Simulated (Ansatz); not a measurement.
# TaTi3, space group Fm-3m: an all-electron LAPW single point

With Ansatz 0.2.0, Python API.

The cells in order, each with its output:

```python
import ansatz as az
import numpy as np
from pymatgen.core import Structure
```

```python
XC = "pbesol"
KSPACING = 0.52
FILLING = "gaussian"
WIDTH_EV = 0.2
BETA = 0.6
MAX_ITERATIONS = 150
```

```python
structure = (
    az.Lattice.of([0.0, 3.266528, 3.266528], [3.266528, 0.0, 3.266528], [3.266528, 3.266528, 0.0])
    .atom("Ti", [0.25, 0.25, 0.25])
    .atom("Ti", [0.75, 0.75, 0.75])
    .atom("Ti", [0.5, 0.5, 0.5])
    .atom("Ta", [0.0, 0.0, 0.0])
)

structure.resolved().tree()["lattice"]
```

    ((0.0, 3.266528, 3.266528), (3.266528, 0.0, 3.266528), (3.266528, 3.266528, 0.0))

```python
calc = (
    structure.calculation()
    .functional(XC)
    .kpoints(spacing=KSPACING)
    .occupations(FILLING, width=WIDTH_EV)
    .mixing("broyden", ndim=12, beta=BETA)
    .scf(max_iterations=MAX_ITERATIONS)
    .pseudopotentials("all_electron", lapw=True)
    .stress()
    .band_table()
)
def show(event):
    row = event["data"]
    if event["event"] == "scf_iter" and row.get("harris_foulkes_ev") is not None:
        print(f"  iteration {row['iter']:3d}  Harris-Foulkes {row['harris_foulkes_ev']:.5f} eV  residual {row['dr2_ev']:.2e}")


done = calc.session().plan().execute(on_event=show)
report = done.report

report["mixing_algorithm"], report["preconditioner"], report["eigensolver"]
```

      iteration   1  Harris-Foulkes -494066.42267 eV  residual 4.78e-01
      iteration   2  Harris-Foulkes -494066.30305 eV  residual 3.99e+00
      iteration   3  Harris-Foulkes -494065.91376 eV  residual 1.05e+00
      iteration   4  Harris-Foulkes -494065.73178 eV  residual 1.21e-01
      iteration   5  Harris-Foulkes -494065.70891 eV  residual 5.20e-02
      iteration   6  Harris-Foulkes -494065.70131 eV  residual 6.72e-03
      iteration   7  Harris-Foulkes -494065.70129 eV  residual 4.07e-03
      iteration   8  Harris-Foulkes -494065.70112 eV  residual 8.12e-04
      iteration   9  Harris-Foulkes -494065.70101 eV  residual 1.59e-04
      iteration  10  Harris-Foulkes -494065.70099 eV  residual 3.96e-05
      iteration  11  Harris-Foulkes -494065.70099 eV  residual 4.68e-07
      iteration  12  Harris-Foulkes -494065.70099 eV  residual 8.13e-08
      iteration  13  Harris-Foulkes -494065.70099 eV  residual 6.76e-10
    ('Broyden', 'Kerker', 'davidson')

```python
done.lattice.cell_ang
```

    array([[0.      , 3.266528, 3.266528],
           [3.266528, 0.      , 3.266528],
           [3.266528, 3.266528, 0.      ]])

```python
report["converged"], report["free_energy_ev"]
```

    (True, -494065.70098546165)

```python
n_atoms = len(report["lattice"]["sites"])
print("F =", round(report["free_energy_ev"], 4), "eV for", n_atoms, "atoms")
print("E(sigma -> 0) =", round(report["energy_sigma0_ev"], 4), "eV, TS =", round(report["entropy_ts_ev"], 5), "eV")
print("closed by", report["closed_by"], "after", report["n_iterations"], "iterations")

# pressure is a third of the trace
sigma = report["stress_gpa"]
voigt = [sigma[0][0], sigma[1][1], sigma[2][2], sigma[1][2], sigma[0][2], sigma[0][1]]
print("stress xx yy zz yz xz xy (GPa):", " ".join(f"{s:.3f}" for s in voigt))
print("P =", round(10 * float(np.mean(voigt[:3])), 2), "kbar")

fermi = report["fermi_energy_ev"]
print("levels less the Fermi level (eV) at the first k-points")
for k, levels in list(zip(report["kpoints_frac"], report["eigenvalues_ev"]))[:6]:
    print("k = ({:.3f}, {:.3f}, {:.3f})".format(*k))
    print("   ", " ".join(f"{e - fermi:.3f}" for e in levels))
```

    F = -494065.701 eV for 4 atoms
    E(sigma -> 0) = -494065.5889 eV, TS = 0.22412 eV
    closed by deck_thresholds after 13 iterations
    stress xx yy zz yz xz xy (GPa): -5.288 -5.288 -5.288 -0.000 -0.000 0.000
    P = -52.88 kbar
    levels less the Fermi level (eV) at the first k-points
    k = (0.000, 0.000, 0.000)
        -394.088 -394.088 -394.088 -215.868 -215.868 -215.857 -215.857 -215.857 -67.057 -56.300 -56.017 -56.012 -33.638 -33.638 -33.638 -32.728 -32.728 -32.728 -32.475 -32.475 -32.475 -32.250 -32.250 -32.250 -18.926 -18.926 -18.926 -18.920 -18.920 -18.920 -18.918 -6.522 -2.582 -2.582 -1.106 -1.106 -1.106 -0.516 -0.516 -0.516 0.926 0.926 0.926 2.780 2.780 3.225 3.225 4.174
    k = (0.000, 0.000, 0.250)
        -394.088 -394.088 -394.088 -215.868 -215.868 -215.857 -215.857 -215.857 -67.057 -56.291 -56.022 -56.016 -33.648 -33.648 -33.643 -32.752 -32.752 -32.728 -32.423 -32.423 -32.378 -32.347 -32.267 -32.267 -18.926 -18.926 -18.926 -18.920 -18.920 -18.920 -18.918 -5.698 -2.129 -2.129 -1.549 -1.195 -1.018 -1.018 -0.485 -0.485 0.571 0.571 1.692 2.115 2.679 2.679 3.128 3.128
    k = (0.000, 0.000, -0.500)
        -394.088 -394.088 -394.088 -215.868 -215.868 -215.857 -215.857 -215.857 -67.057 -56.281 -56.028 -56.021 -33.658 -33.658 -33.637 -32.771 -32.771 -32.737 -32.383 -32.355 -32.355 -32.343 -32.305 -32.305 -18.927 -18.926 -18.926 -18.921 -18.921 -18.920 -18.918 -3.982 -3.192 -1.369 -1.369 -0.865 -0.865 -0.780 -0.522 -0.522 -0.335 -0.153 -0.153 2.726 2.726 2.990 2.990 3.275
    k = (0.000, 0.250, 0.250)
        -394.088 -394.088 -394.088 -215.868 -215.868 -215.857 -215.857 -215.857 -67.057 -56.288 -56.025 -56.017 -33.669 -33.669 -33.620 -32.763 -32.763 -32.699 -32.413 -32.368 -32.364 -32.364 -32.292 -32.292 -18.926 -18.926 -18.926 -18.921 -18.920 -18.920 -18.918 -5.434 -2.211 -2.145 -1.949 -1.771 -0.936 -0.936 0.220 0.220 0.866 0.866 1.359 1.894 2.759 2.759 2.914 3.028
    k = (0.000, 0.250, -0.500)
        -394.088 -394.088 -394.088 -215.868 -215.868 -215.857 -215.857 -215.857 -67.057 -56.278 -56.029 -56.023 -33.681 -33.671 -33.632 -32.774 -32.761 -32.694 -32.424 -32.375 -32.361 -32.323 -32.295 -32.284 -18.926 -18.926 -18.926 -18.921 -18.921 -18.920 -18.918 -3.940 -2.915 -2.326 -1.884 -1.194 -0.611 -0.412 -0.038 0.107 0.145 0.318 0.740 1.965 2.176 2.460 2.790 2.893
    k = (0.000, 0.250, -0.250)
        -394.088 -394.088 -394.088 -215.868 -215.868 -215.857 -215.857 -215.857 -67.057 -56.281 -56.026 -56.023 -33.661 -33.661 -33.647 -32.751 -32.750 -32.732 -32.425 -32.419 -32.342 -32.336 -32.294 -32.260 -18.926 -18.926 -18.926 -18.921 -18.921 -18.920 -18.918 -4.554 -2.137 -2.091 -1.913 -1.374 -0.951 -0.628 -0.327 -0.038 0.082 0.322 1.188 1.837 2.531 2.565 2.605 2.686

```python
final = Structure(done.lattice.cell_ang, [s.symbol for s in done.lattice.sites], [s.position_frac for s in done.lattice.sites])
distances = np.array([n.nn_distance for shell in final.get_all_neighbors(5.0) for n in shell])
values, counts = np.unique(distances.round(2), return_counts=True)
print("distance (A)  neighbours per atom")
for value, count in list(zip(values, counts))[:14]:
    print(f"{value:10.2f} {count / len(final):10.2f}")

errors = report["lapw_basis_errors"]
print(f"estimated basis error {1000 * errors['total_ev_per_atom']:.3f} meV/atom, target {1000 * errors['basis_error_target_ev_per_atom']:.3f}")
for sphere in errors["spheres"]:
    print(f"  {sphere['species']:2s} muffin-tin radius {sphere['muffin_tin_radius_ang']:.3f} A, core shells {sphere['core_shells']}")
```

    distance (A)  neighbours per atom
          2.83       8.00
          3.27       6.00
          4.62      12.00
    estimated basis error 0.044 meV/atom, target 0.250
      Ti muffin-tin radius 1.361 A, core shells 3
      Ta muffin-tin radius 1.468 A, core shells 7

These settings explore the input space; cutoff and mesh may be short of convergence. The computed bands are complete only to about 2.7 eV above the Fermi level. At these settings the cell as given stands under about -5 GPa, so it isn't at this functional's equilibrium volume. This cell is a computed structure, which may not be the phase found in nature. Levels are Kohn-Sham eigenvalues on this mesh, without spin-orbit coupling. Run time: 8.8 s on 1 thread of Intel(R) Xeon(R) 6975P-C (Granite Rapids), on a shared host, peak memory 0.5 GiB.

(Lines on the test bed's own set-up are left out of the output.)
